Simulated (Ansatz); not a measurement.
**C₂H₄BGa: up Jacob's ladder to CCSD(T)**

One table from this session's results is given with a row withheld; the runs are named, their logs left out.

Program: Ansatz 0.2.0, Gaussian basis. Level of theory: functionals in def2-TZVPP, the program's frozen cores in correlated methods. These are calculated values, not measurements.

Levels to be run: LDA (SPW92), PBE-D4, revPBE-D4, BLYP-D4, r2SCAN-D4, B97M-V, PBE0-D4, B3LYP-D4, r2SCANh-D4, r2SCAN0-D4, HSE06-D4, BHLYP-D4, CAM-B3LYP-D4, LC-ωPBE, ωB97X-V, ωB97M-V, B2PLYP, PBE-QIDH; CCSD(T)/def2-SVP; CCSD(T)/def2-TZVPP; MP2/def2-QZVPP; extrapolation to the limit; RPA on PBE.

### Structure used throughout

All runs share one geometry, relaxed beforehand with PBE0-D4 in a triple-zeta def2 set.

8 atoms, charge 0, spin multiplicity 1.

Atoms are counted from 1 here; the program's logs count them from 0.

Bond lengths: C1–C2 1.319 Å, C1–H5 1.089 Å, C1–H6 1.094 Å, C2–B3 1.427 Å, C2–Ga4 2.232 Å, B3–Ga4 2.432 Å, B3–H7 1.194 Å, B3–H8 1.229 Å. Angles: C2–C1–H5 122.3°, C2–C1–H6 122.8°, H5–C1–H6 114.9°, C1–C2–B3 175.7°, C1–C2–Ga4 96.4°, B3–C2–Ga4 80.0°, C2–B3–Ga4 64.7°, C2–B3–H7 125.9°, C2–B3–H8 116.5°, Ga4–B3–H7 138.2°, Ga4–B3–H8 66.1°, H7–B3–H8 117.4°, C2–Ga4–B3 35.3°.

Set-up of the first run:

Contents of in.yaml:

```yaml
crystal:
  periodic: [false, false, false]
  atoms:
    - {symbol: C, position_ang: [-0.671425, 0.864327, -0.923013]}
    - {symbol: C, position_ang: [0.193592, 0.100969, -0.283285]}
    - {symbol: B, position_ang: [1.046313, -0.779142, 0.447483]}
    - {symbol: Ga, position_ang: [-1.098120, -0.302346, 1.491554]}
    - {symbol: H, position_ang: [-0.888183, 0.736907, -1.982846]}
    - {symbol: H, position_ang: [-1.208316, 1.686020, -0.439334]}
    - {symbol: H, position_ang: [2.205073, -0.602845, 0.674767]}
    - {symbol: H, position_ang: [0.513167, -1.761089, 0.958773]}
basis:
  gaussian: {orbitals: def2-TZVPP}
hamiltonian: {xc: lda}
output: {orbitals: {seedname: orbitals}}
```

Command:

```bash
ansatz run in.yaml --threads 2 --pin off --events-out ev --progress --plain --max-ram 4352MiB
```

Steps of the session up to this table: LDA; PBE-D4 (GGA); revPBE-D4 (GGA); BLYP-D4 (GGA); r2SCAN-D4 (meta-GGA); B97M-V (meta-GGA); PBE0-D4 (hybrid); B3LYP-D4 (hybrid); r2SCANh-D4 (hybrid); r2SCAN0-D4 (hybrid); HSE06-D4 (hybrid); BHLYP-D4 (hybrid); CAM-B3LYP-D4 (range-separated); LC-ωPBE (range-separated); ωB97X-V (range-separated); ωB97M-V (range-separated); B2PLYP (double hybrid); PBE-QIDH (double hybrid).

One of the session's tables, all rows but one given; the rest of the session is left out.

It belongs to the step «Frontier levels by functional». 

| functional | HOMO (eV) | LUMO (eV) | gap (eV) |
| --- | --- | --- | --- |
| LDA (SPW92) | -5.57 | -2.53 | 3.04 |
| PBE-D4 | -5.40 | -2.30 | 3.09 |
| revPBE-D4 | -5.33 | -2.21 | 3.12 |
| BLYP-D4 | -5.24 | -2.23 | 3.01 |
| r2SCAN-D4 | -5.57 | -2.16 | 3.41 |
| B97M-V | -5.53 | -2.21 | 3.32 |
| PBE0-D4 | -6.32 | -1.57 | 4.75 |
| B3LYP-D4 | -6.14 | -1.80 | 4.34 |
| r2SCANh-D4 | -5.92 | -1.89 | 4.03 |
| r2SCAN0-D4 | ? | ? | ? |
| HSE06-D4 | -5.93 | -1.93 | 3.99 |
| BHLYP-D4 | -7.10 | -0.82 | 6.28 |
| CAM-B3LYP-D4 | -7.51 | -0.66 | 6.84 |
| LC-ωPBE | -8.74 | 0.38 | 9.12 |
| ωB97X-V | -8.43 | 0.29 | 8.72 |
| ωB97M-V | -8.35 | 0.13 | 8.48 |

Q: Estimate the row for r2SCAN0-D4 from the others.

Worked estimate for «HOMO (eV)». Against the share of exact exchange, r2SCAN-D4 (0, -5.57), r2SCANh-D4 (0.1, -5.92) give a slope of -3.50 per unit share; at 0.25 the line stands at -6.44.

The run gave: HOMO (eV): -6.45; LUMO (eV): -1.50; gap (eV): 4.95. In «HOMO (eV)» the line misses by +0.01.
